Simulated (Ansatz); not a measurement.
# BFH3O3: the cost of one run

All numbers below are computed with Ansatz 0.2.0 (UKS PBE0/def2-SVP).

## 1. The structure to begin with

Bond lengths: B1–F2 1.570 Å, B1–O3 1.410 Å, O3–H4 1.010 Å, B1–O5 1.410 Å, O5–H6 1.010 Å, O7–H8 1.010 Å. Angles: F2–B1–O3 120.0°, F2–B1–O5 120.0°, O3–B1–O5 120.0°, B1–O3–H4 109.5°, B1–O5–H6 109.5°.

As a file:

```xyz
8

B     0.0000    0.0000    0.0000
F     0.0000    0.0000    1.5700
O     1.2211    0.0000   -0.7050
H     1.5209   -0.9519   -0.8599
O    -1.2211    0.0000   -0.7050
H    -1.7308   -0.8467   -0.4965
O     0.0000    0.0000    3.1000
H    -0.5144   -0.8011    3.4371
```

## 2. A restrained relaxation towards end A

Springs on the bonds that form and break draw the guess towards this end; the thresholds are loose.

File input.yaml:

```yaml
crystal:
  periodic: [false, false, false]
  atoms:
    - { symbol: B, position_ang: [0.0, 0.0, 0.0] }
    - { symbol: F, position_ang: [0.0, 0.0, 1.57] }
    - { symbol: O, position_ang: [1.2211, 0.0, -0.705] }
    - { symbol: H, position_ang: [1.5209, -0.9519, -0.8599] }
    - { symbol: O, position_ang: [-1.2211, 0.0, -0.705] }
    - { symbol: H, position_ang: [-1.7308, -0.8467, -0.4965] }
    - { symbol: O, position_ang: [0.0, 0.0, 3.1] }
    - { symbol: H, position_ang: [-0.5144, -0.8011, 3.4371] }
magnetization:
  spin_polarized: true
  initial_magnetization: 1
basis:
  gaussian: { orbitals: def2-SVP }
hamiltonian:
  xc: pbe0
relax:
  f_tol: 0.15
  max_steps: 25
  restrain:
    - { distance: [1, 6], at: 2.43, k: 30.0 }
    - { distance: [0, 1], at: 1.32, k: 30.0 }
```

The run is started by

```bash
$ ansatz run input.yaml --threads 2 --pin off --max-ram 3072MiB --backend cpu --events-out ev --progress --plain --runs-dir out
```

**Question.** How long does this run take on 2 threads of Arm Neoverse V2, shared host, and how much memory does it need?

About 75 s, with a peak of 0.23 GiB.
